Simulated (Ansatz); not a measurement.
# CoC (rocksalt type): the cost of one run

Method: DFT, LDA, PAW with Ansatz's default frozen-core files, scalar-relativistic, in Ansatz 0.2.0.

### Step 1. The structure to begin with

The structure is cubic, space group Fm-3m (No. 225). The conventional cell has a = 4.309 Å, b = 4.309 Å, c = 4.309 Å, α = 90.00°, β = 90.00°, γ = 90.00°. Around Co (site symmetry m-3m) lie 6 C at 2.15 Å. C (site symmetry m-3m) is surrounded by 6 Co at 2.15 Å.

Coordinates:

```
CELL_PARAMETERS angstrom
0.00000 2.15443 2.15443
2.15443 0.00000 2.15443
2.15443 2.15443 0.00000
ATOMIC_POSITIONS crystal
Co 0.00000 0.00000 0.00000
C 0.50000 0.50000 0.50000
```

Atoms are numbered in the order of the input: Co1, C2.

### Step 2. Cell relaxed at zero pressure, PAW

The input, input.yaml:

```yaml
crystal:
  lattice:
    - [0.0, 2.15443469, 2.15443469]
    - [2.15443469, 0.0, 2.15443469]
    - [2.15443469, 2.15443469, 0.0]
  atoms:
    - { symbol: Co, position: [0.0, 0.0, 0.0], spin: 1.7 }
    - { symbol: C, position: [0.5, 0.5, 0.5] }
magnetization:
  spin_polarized: true
kpoints:
  mp_grid: { grid: [16, 16, 16] }
scf:
  occupations: { method: fermi_dirac, width: 0.1 }
hamiltonian:
  xc: lda
  pseudopotentials: { kind: paw }
output:
  forces: true
  stress: true
relax:
  f_tol: 0.005
  max_steps: 40
  cell: {}
```

On the command line:

```
> ansatz run input.yaml --threads 2 --pin off --max-ram 7168MiB --backend cpu --events-out ev --progress --plain --runs-dir out
```

**Question.** How long does this run take on 2 threads of Arm Neoverse V1, shared host, and how much memory does it need?

About 31 s, with a peak of 0.38 GiB.
